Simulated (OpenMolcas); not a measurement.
# W³⁺ among point charges: CASSCF and CASPT2 levels and susceptibility

How does a field of 6 point charges split the states of W³⁺, and what χT follows?

Program: OpenMolcas 26.06. Level of theory: state-averaged CASSCF and CASPT2, spin-orbit coupling by RASSI with atomic mean-field integrals. These are calculated values, not measurements, unless marked.

**1. Starting point**

```
Species                           : W³⁺ (tungsten, Z = 74, 71 electrons)
Basis                             : ANO-RCC-VDZP [7s6p4d2f1g], 68 functions
Scalar Hamiltonian                : DKH2, point nucleus
Inactive shells                   : 1s 2s 2p 3s 3p 3d 4s 4p 4d 4f 5s 5p
Active space                      : 3 electrons in 5 orbitals (5d)
Some configurations of this space : 5d³
Orbitals                          : optimised for each spin and parity, averaged over all roots
```

Outer shells as boxes (Hund's rule):

5d3
```
5d [↑ ][↑ ][↑ ][  ][  ]
```

The ion sits among 6 point charges of -1 e arranged as an octahedron (Oh), 2.3 Å from the ion.

Each step is its own input file, run in one work folder so that later steps find the files of earlier ones. Labels, J, g values, rates, χT and fits are worked out afterwards by a script from the matrices that RASSI stores. The input lists half of the charges; inversion (Group=XYZ) makes the rest.

**2. One- and two-electron integrals**

a.inp reads:

```
&GATEWAY
Coord
1

W 0.0 0.0 0.0
Basis=ANO-RCC-VDZP
Group=XYZ
NoMove
AngMom=0.0 0.0 0.0
AMFI
XField
3 Angstrom 0
2.300000 0.000000 0.000000 -1.000000
0.000000 2.300000 0.000000 -1.000000
0.000000 0.000000 2.300000 -1.000000
&SEWARD
```

The run is started by

```sh
OMP_NUM_THREADS=1 MOLCAS_MEM=1689 MOLCAS_PROJECT=a pymolcas a.inp > a.log
```

Output:

```text
Basis set label: W.ANO-RCC...7S6P4D2F1G.

      Electronic valence basis set:
      ------------------
      Associated Effective Charge  74.000000 au
      Associated Actual Charge     74.000000 au
      Nuclear Model: Point charge

      Shell  nPrim  nBasis  Cartesian Spherical Contaminant
         s      24       7        X
         p      21       6        X
         d      15       4                 X
         f      11       2                 X
         g       4       1                 X
                  Relativistic Douglas-Kroll-Hess integrals:
                    - DKH order of Hamiltonian: 2
                    - DKH order of Properties : 0
                  Atomic mean-field integrals
```

**3. Reference wave functions, quartets of even parity, 10 roots**

a.inp reads:

```
&RASSCF
FileOrb=start.orb
Symmetry=1
Spin=4
nActEl=3 0 0
Inactive=15 19
Ras2=5 0
CIRoot=10 10 1
SDav=10
CIMx=300
Iter=120 100
PrWF=0.3
OrbListing=Nothing
MaxOrb=0
>>> COPY $Project.JobIph JOB001
```

start.orb holds the contracted functions of the basis, ordered by shell, or the orbitals of the step before.

Output:

```text
Wave function specifications:
      -----------------------------

      Number of closed shell electrons          68
      Number of electrons in active shells       3
      Max number of holes in RAS1 space          0
      Max nr of electrons in RAS3 space          0
      Number of inactive orbitals               34
      Number of active orbitals                  5
      Number of secondary orbitals              29
      Spin quantum number                      1.5
      State symmetry                             1
Orbital specifications:
      -----------------------

      Symmetry species                           1   2
                                                ag  au
      Frozen orbitals                            0   0
      Inactive orbitals                         15  19
      Active orbitals                            5   0
      RAS1 orbitals                              0   0
      RAS2 orbitals                              5   0
      RAS3 orbitals                              0   0
      Secondary orbitals                        16  13
      Deleted orbitals                           0   0
      Number of basis functions                 36  32
      Number of CSFs                            10
      Number of root(s) required                10
      Iter CI   SX   CI       RASSCF       Energy    max ROT     max BLB   max BLB  Level Ln srch  Step   QN
          iter iter root      energy       change     param      element    value   shift minimum  type update
 Nr of preliminary CI iterations:   1
      Total energies have been shifted. Add               -16000.00 au
        1   1    5    0  -129.69463890    0.00E+00   1.53E-01*  19  22 2  1.37E-01*  0.31   0.00    SX    NO
        2   1    5    0  -129.77746892   -8.28E-02*  1.35E-02   11  27 2 -1.39E-01*  0.37   0.00    SX    NO
        3   1    5    0  -129.78362431   -6.16E-03*  1.81E-02   13  29 2  1.01E-01*  0.35   0.00    SX    NO
        4   1    5    0  -129.78596612   -2.34E-03*  8.91E-03   15  31 2 -7.88E-02*  0.37   0.00    SX    NO
        5   1    5    0  -129.78729610   -1.33E-03*  3.80E-03   11  27 2  6.22E-02*  0.36   0.56    LS   YES
        6   1    4    0  -129.78936937   -2.07E-03*  1.04E-03   11  27 2  1.76E-03*  0.36   1.03    QN   YES
        7   1    3    0  -129.78937517   -5.80E-06*  3.71E-04   17  23 2  4.00E-04*  0.36   1.26    QN   YES
        8   1    3    0  -129.78937556   -3.91E-07*  1.18E-05   17  20 2 -3.75E-05   0.36   1.04    QN   YES
        9   1    3    0  -129.78937556   -1.84E-09   9.73E-07   17  20 2 -4.83E-06   0.36   1.08    QN   YES
      Convergence after  9 iterations
       10   1    3    0  -129.78937556   -2.00E-11   9.73E-07   19  25 2 -5.99E-07   0.36   1.08    QN   YES
      Natural orbitals and occupation numbers for root  1
      sym 1:   0.000000   1.000000   1.000000   1.000000  -0.000000
      Natural orbitals and occupation numbers for root  2
      sym 1:   1.000000   0.825020   0.825020   0.174980   0.174980
      Natural orbitals and occupation numbers for root  3
      sym 1:   0.220226   0.779774   0.220226   1.000000   0.779774
::    RASSCF root number  1 Total energy: -16129.83420970
::    RASSCF root number  2 Total energy: -16129.80958606
::    RASSCF root number  3 Total energy: -16129.80958606
::    RASSCF root number  4 Total energy: -16129.80958606
::    RASSCF root number  5 Total energy: -16129.79212063
::    RASSCF root number  6 Total energy: -16129.79212063
::    RASSCF root number  7 Total energy: -16129.79212063
::    RASSCF root number  8 Total energy: -16129.75147528
::    RASSCF root number  9 Total energy: -16129.75147528
::    RASSCF root number 10 Total energy: -16129.75147528
```

**4. Reference wave functions, doublets of even parity, 40 roots**

a.inp reads:

```
&RASSCF
FileOrb=start.orb
Symmetry=1
Spin=2
nActEl=3 0 0
Inactive=15 19
Ras2=5 0
CIRoot=40 40 1
SDav=40
CIMx=300
Iter=120 100
PrWF=0.3
OrbListing=Nothing
MaxOrb=0
>>> COPY $Project.JobIph JOB002
```

The run is started by

```sh
OMP_NUM_THREADS=1 MOLCAS_MEM=1689 MOLCAS_PROJECT=a pymolcas a.inp > a.log
```

Output:

```text
Wave function specifications:
      -----------------------------

      Number of closed shell electrons          68
      Number of electrons in active shells       3
      Max number of holes in RAS1 space          0
      Max nr of electrons in RAS3 space          0
      Number of inactive orbitals               34
      Number of active orbitals                  5
      Number of secondary orbitals              29
      Spin quantum number                      0.5
      State symmetry                             1
Orbital specifications:
      -----------------------

      Symmetry species                           1   2
                                                ag  au
      Frozen orbitals                            0   0
      Inactive orbitals                         15  19
      Active orbitals                            5   0
      RAS1 orbitals                              0   0
      RAS2 orbitals                              5   0
      RAS3 orbitals                              0   0
      Secondary orbitals                        16  13
      Deleted orbitals                           0   0
      Number of basis functions                 36  32
      Number of CSFs                            40
      Number of root(s) required                40
      Iter CI   SX   CI       RASSCF       Energy    max ROT     max BLB   max BLB  Level Ln srch  Step   QN
          iter iter root      energy       change     param      element    value   shift minimum  type update
 Nr of preliminary CI iterations:   1
      Total energies have been shifted. Add               -16000.00 au
        1   1    4    0  -129.71232495    0.00E+00  -8.93E-03   20  27 1 -7.12E-03*  0.36   0.00    SX    NO
        2   1    4    0  -129.71274493   -4.20E-04*  1.11E-03   19  23 2 -4.80E-03*  0.35   0.00    SX    NO
        3   1    4    0  -129.71276822   -2.33E-05*  7.08E-04   15  29 2 -3.19E-03*  0.35   0.00    SX    NO
        4   1    4    0  -129.71277176   -3.55E-06* -2.41E-04   10  27 2  2.49E-03*  0.35   0.00    SX    NO
        5   1    4    0  -129.71277317   -1.40E-06* -1.05E-04   15  29 2 -1.98E-03*  0.35   0.56    LS   YES
        6   1    4    0  -129.71277525   -2.08E-06*  5.76E-05   19  20 2  1.27E-04*  0.35   1.00    QN   YES
        7   1    3    0  -129.71277529   -4.29E-08*  2.11E-05   19  20 2  3.81E-05   0.35   1.39    QN   YES
        8   1    2    0  -129.71277530   -3.64E-09  -2.96E-07   19  20 2  7.21E-07   0.35   1.00    QN   YES
      Convergence after  8 iterations
        9   1    2    0  -129.71277530   -6.00E-11  -2.96E-07   19  23 2  1.55E-07   0.35   1.00    QN   YES
      Natural orbitals and occupation numbers for root  1
      sym 1:   1.002143   0.030764   0.928602   0.971784   0.066706
      Natural orbitals and occupation numbers for root  2
      sym 1:   0.066706   0.932877   1.006418   0.963236   0.030764
      Natural orbitals and occupation numbers for root  3
      sym 1:   0.068347   0.982025   0.928833   0.972131   0.048664
::    RASSCF root number  1 Total energy: -16129.77282909
::    RASSCF root number  2 Total energy: -16129.77282909
::    RASSCF root number  3 Total energy: -16129.76995721
::    RASSCF root number  4 Total energy: -16129.76995721
::    RASSCF root number  5 Total energy: -16129.76995721
::    RASSCF root number  6 Total energy: -16129.75622268
::    RASSCF root number  7 Total energy: -16129.75385045
::    RASSCF root number  8 Total energy: -16129.75385045
::    RASSCF root number  9 Total energy: -16129.75385045
::    RASSCF root number 10 Total energy: -16129.74541018
::    RASSCF root number 11 Total energy: -16129.74541018
::    RASSCF root number 12 Total energy: -16129.74541018
::    RASSCF root number 13 Total energy: -16129.74312878
::    RASSCF root number 14 Total energy: -16129.74312878
::    RASSCF root number 15 Total energy: -16129.74312878
::    RASSCF root number 16 Total energy: -16129.73636419
::    RASSCF root number 17 Total energy: -16129.73636419
::    RASSCF root number 18 Total energy: -16129.72760003
::    RASSCF root number 19 Total energy: -16129.72760003
::    RASSCF root number 20 Total energy: -16129.72760003
::    RASSCF root number 21 Total energy: -16129.71844527
::    RASSCF root number 22 Total energy: -16129.71844527
::    RASSCF root number 23 Total energy: -16129.71844527
::    RASSCF root number 24 Total energy: -16129.71482928
::    RASSCF root number 25 Total energy: -16129.71482928
::    RASSCF root number 26 Total energy: -16129.71482928
::    RASSCF root number 27 Total energy: -16129.69808727
::    RASSCF root number 28 Total energy: -16129.69808727
::    RASSCF root number 29 Total energy: -16129.68921722
::    RASSCF root number 30 Total energy: -16129.68673772
```

**5. State interaction with spin-orbit coupling**

a.inp reads:

```
&RASSI
NrOfJobIphs=2 10 40
1 2 3 4 5 6 7 8 9 10
1 2 3 4 5 6 7 8 9 10 11 12 13 14 15 16 17 18 19 20 21 22 23 24 25 26 27
28 29 30 31 32 33 34 35 36 37 38 39 40
IphNames
JOB001
JOB002
EJob
SpinOrbit
DIPRint=1.0
SOCoupling=1000.0
Subsets=2
Property=9
'ANGMOM' 1 'ANGMOM' 2 'ANGMOM' 3 'MLTPL  1' 1 'MLTPL  1' 2 'MLTPL  1' 3
'AMFI' 1 'AMFI' 2 'AMFI' 3
SOProperty=3
'ANGMOM' 1 'ANGMOM' 2 'ANGMOM' 3
```

Output:

```text
SPIN-FREE ENERGIES:
  (Shifted by EMIN (a.u.) =     -16129.8342097026)

 SF State       Relative EMIN(au)   Rel lowest level(eV)    D:o, cm**(-1)      L_eff

     1             0.0000000000        0.0000000000              0.0000         3.0
     2             0.0246236394        0.6700433615           5404.2642         3.0
     3             0.0246236394        0.6700433615           5404.2642         3.0
     4             0.0246236394        0.6700433615           5404.2642         3.0
     5             0.0420890720        1.1453019954           9237.4836         2.9
     6             0.0420890720        1.1453019954           9237.4836         2.9
     7             0.0420890720        1.1453019954           9237.4836         2.9
    11             0.0613806118        1.6702515358          13471.4871         4.0
    12             0.0613806118        1.6702515358          13471.4871         4.0
    13             0.0642524881        1.7483992723          14101.7912         4.0
    14             0.0642524881        1.7483992723          14101.7912         4.0
    15             0.0642524881        1.7483992723          14101.7912         4.0
    16             0.0779870196        2.1221349117          17116.1724         4.0
    17             0.0803592496        2.1866865793          17636.8167         3.6
    18             0.0803592496        2.1866865793          17636.8167         3.6
    19             0.0803592496        2.1866865793          17636.8167         3.6
     8             0.0827344229        2.2513183371          18158.1070         1.2
     9             0.0827344229        2.2513183371          18158.1070         1.2
    10             0.0827344229        2.2513183371          18158.1070         1.2
    20             0.0887995191        2.4163580138          19489.2417         4.6
    21             0.0887995191        2.4163580138          19489.2417         4.6
    22             0.0887995191        2.4163580138          19489.2417         4.6
    23             0.0910809211        2.4784381230          19989.9516         4.0
    24             0.0910809211        2.4784381230          19989.9516         4.0
    25             0.0910809211        2.4784381230          19989.9516         4.0
    26             0.0978455105        2.6625119795          21474.6074         3.8
    27             0.0978455105        2.6625119795          21474.6074         3.8
    28             0.1066096766        2.9009970878          23398.1195         3.4
    29             0.1066096766        2.9009970878          23398.1195         3.4
    30             0.1066096766        2.9009970878          23398.1195         3.4
    31             0.1157644352        3.1501107607          25407.3567         4.8
    32             0.1157644352        3.1501107607          25407.3567         4.8
    33             0.1157644352        3.1501107607          25407.3567         4.8
    34             0.1193804197        3.2485067115          26200.9736         3.2
    35             0.1193804197        3.2485067115          26200.9736         3.2
    36             0.1193804197        3.2485067115          26200.9736         3.2
    37             0.1361224320        3.7040800746          29875.4206         3.7
    38             0.1361224320        3.7040800746          29875.4206         3.7
    39             0.1449924830        3.9454464587          31822.1718         3.0
    40             0.1474719834        4.0129171012          32366.3592         3.0
Eigenvalues of complex Hamiltonian:
   -----------------------------------
  (Shifted by EMIN (a.u.) =     -16129.8342097026)

 SO State       Relative EMIN(au)   Rel lowest level(eV)    D:o, cm**(-1)     J-value

     1            -0.0190283217        0.0000000001              0.0000         1.5
     2            -0.0190283217        0.0000000000              0.0000         1.8
     3            -0.0190283217        0.0000000001              0.0000         1.5
     4            -0.0190283217        0.0000000000              0.0000         1.8
     5             0.0052564018        0.6608209907           5329.8807         2.2
     6             0.0052564018        0.6608209907           5329.8807         2.2
     7             0.0052564018        0.6608209910           5329.8807         1.9
     8             0.0052564018        0.6608209910           5329.8807         1.9
     9             0.0113787859        0.8274195500           6673.5887         2.1
    10             0.0113787859        0.8274195500           6673.5887         2.1
    11             0.0211212089        1.0925243846           8811.8034         3.0
    12             0.0211212089        1.0925243843           8811.8034         2.7
    13             0.0211212089        1.0925243846           8811.8034         3.0
    14             0.0211212089        1.0925243843           8811.8034         2.7
    15             0.0217464407        1.1095378087           8949.0259         2.8
    16             0.0217464407        1.1095378087           8949.0259         2.8
    17             0.0307795863        1.3553422235          10931.5723         2.6
    18             0.0307795863        1.3553422235          10931.5723         2.6
    19             0.0336684916        1.4339533423          11565.6137         2.9
    20             0.0336684916        1.4339533423          11565.6137         3.2
    21             0.0336684916        1.4339533423          11565.6137         3.3
    22             0.0336684916        1.4339533423          11565.6137         3.0
    23             0.0380523941        1.5532454056          12527.7691         3.3
    24             0.0380523941        1.5532454057          12527.7691         2.9
    25             0.0380523941        1.5532454056          12527.7691         3.3
    26             0.0380523941        1.5532454057          12527.7691         2.9
    27             0.0452438851        1.7489358446          14106.1189         3.1
    28             0.0452438851        1.7489358446          14106.1189         3.1
    29             0.0529258995        1.9579741049          15792.1262         2.3
    30             0.0529258995        1.9579741049          15792.1262         2.3
    31             0.0541546434        1.9914099315          16061.8043         2.6
    32             0.0541546434        1.9914099315          16061.8043         2.4
    33             0.0541546434        1.9914099315          16061.8043         2.6
    34             0.0541546434        1.9914099315          16061.8043         2.4
    35             0.0617574076        2.1982916826          17730.4182         2.9
    36             0.0617574075        2.1982916823          17730.4182         3.3
    37             0.0617574075        2.1982916823          17730.4182         3.3
    38             0.0617574076        2.1982916826          17730.4182         2.9
    39             0.0690835731        2.3976468035          19338.3256         2.5
    40             0.0690835731        2.3976468035          19338.3256         2.5
    41             0.0699095808        2.4201236185          19519.6134         3.2
Weights of the five most important spin-orbit-free states for each spin-orbit state.

 SO State  Total energy (au)           Spin-free states, spin, and weights
 -------------------------------------------------------------------------------------------------------
    1        -0.019028       1 1.5  0.5761    4 1.5  0.1173    2 1.5  0.0876    3 1.5  0.0790    6 1.5  0.0233
    2        -0.019028       1 1.5  0.5761    3 1.5  0.1088    2 1.5  0.1037    4 1.5  0.0714    7 1.5  0.0237
    3        -0.019028       1 1.5  0.5761    4 1.5  0.1218    2 1.5  0.0865    3 1.5  0.0755    6 1.5  0.0232
    4        -0.019028       1 1.5  0.5761    3 1.5  0.1152    2 1.5  0.1007    4 1.5  0.0680    7 1.5  0.0236
    5         0.005256       4 1.5  0.1991    2 1.5  0.1461    1 1.5  0.1448    7 1.5  0.1446    3 1.5  0.1137
    6         0.005256       4 1.5  0.2000    2 1.5  0.1461    1 1.5  0.1448    7 1.5  0.1444    3 1.5  0.1127
    7         0.005256       3 1.5  0.1932    2 1.5  0.1599    1 1.5  0.1448    6 1.5  0.1409    4 1.5  0.1059
    8         0.005256       3 1.5  0.1923    2 1.5  0.1598    1 1.5  0.1448    6 1.5  0.1418    4 1.5  0.1068
    9         0.011379       4 1.5  0.2499    2 1.5  0.2499    3 1.5  0.2499    7 1.5  0.0714    5 1.5  0.0714
   10         0.011379       4 1.5  0.2499    2 1.5  0.2499    3 1.5  0.2499    7 1.5  0.0714    5 1.5  0.0714
   11         0.021121       4 1.5  0.2295    1 1.5  0.2008    2 1.5  0.1670    3 1.5  0.1429    7 1.5  0.0951
   12         0.021121       3 1.5  0.2167    1 1.5  0.2008    2 1.5  0.1926    4 1.5  0.1300    6 1.5  0.0918
```

These steps: 9.1 s of run time, 1 thread of Arm Neoverse V2, shared host.

States without spin-orbit coupling:

```csv
state,degeneracy,E (cm-1),free-ion L (%)
4A2,1,0,F (100)
4T2,3,5404,F (100)
4T1,3,9237,F (94)
2E,2,13471,G (71)
2T1,3,14102,G (58)
2A1,1,17116,G (100)
2T2,3,17637,G (55)
4T1,3,18158,P (94)
2T2,3,19489,H (63)
2T1,3,19990,H (51)
2E,2,21475,H (52)
2T1,3,23398,P (50)
2T1,3,25407,H (78)
2T2,3,26201,D (63)
2E,2,29875,D (42)
2A2,1,31822,F (100)
2T2,3,32366,F (93)
2T1,3,34698,F (92)
2E,2,48473,D (98)
2T2,3,50226,D (95)
```

With spin-orbit coupling:

| E (cm-1) | Degeneracy | Label | 2S+1 | g |
| --- | --- | --- | --- | --- |
| 0.0 | 4 | Γ8 | 4 |  |
| 5330 | 4 | Γ8 | 4 |  |
| 6674 | 2 | Γ7 | 4 | 0.21 0.21 0.21 |
| 8812 | 4 | Γ8 | 4 |  |
| 8949 | 2 | Γ6 | 4 | 2.85 2.85 2.85 |
| 10932 | 2 | Γ7 | 4 | 1.70 1.70 1.70 |
| 11566 | 4 | Γ8 | 4 |  |
| 12528 | 4 | Γ8 | 4 |  |
| 14106 | 2 | Γ6 | 4 | 4.17 4.17 4.17 |
| 15792 | 2 | Γ6 | 2 | 1.10 1.10 1.10 |
| 16062 | 4 | Γ8 | 2 |  |
| 17730 | 4 | Γ8 | 4 |  |
| 19338 | 2 | Γ6 | 2 | 0.19 0.19 0.19 |
| 19520 | 4 | Γ8 | 2 |  |
| 21090 | 2 | Γ7 | 2 | 2.23 2.23 2.23 |
| 21488 | 4 | Γ8 | 2 |  |
| 22338 | 2 | Γ6 | 2 | 2.89 2.89 2.89 |
| 22386 | 2 | Γ7 | 4 | 2.52 2.52 2.52 |
| 22532 | 4 | Γ8 | 4 |  |
| 24809 | 2 | Γ6 | 2 | 1.91 1.91 1.91 |
| 24851 | 4 | Γ8 | 2 |  |
| 25579 | 2 | Γ7 | 2 | 3.44 3.44 3.44 |
| 26739 | 4 | Γ8 | 2 |  |
| 27642 | 4 | Γ8 | 2 |  |

Principal g values are given for doublets only; a zero marks a field direction without first-order Zeeman splitting.

Powder χT (cm³ K/mol): 0.19 at 2 K, 0.19 at 5 K, 0.19 at 10 K, 0.20 at 20 K, 0.20 at 50 K, 0.21 at 100 K, 0.22 at 150 K, 0.23 at 200 K, 0.24 at 250 K, 0.25 at 300 K.

A ligand-field fit to the states below 45000 cm-1 gives 10Dq = 5645 cm-1, B = 732 cm-1 and C = 2974 cm-1 (C/B = 4.07), with a deviation of 88 cm-1.

[end of part 1 of 2]
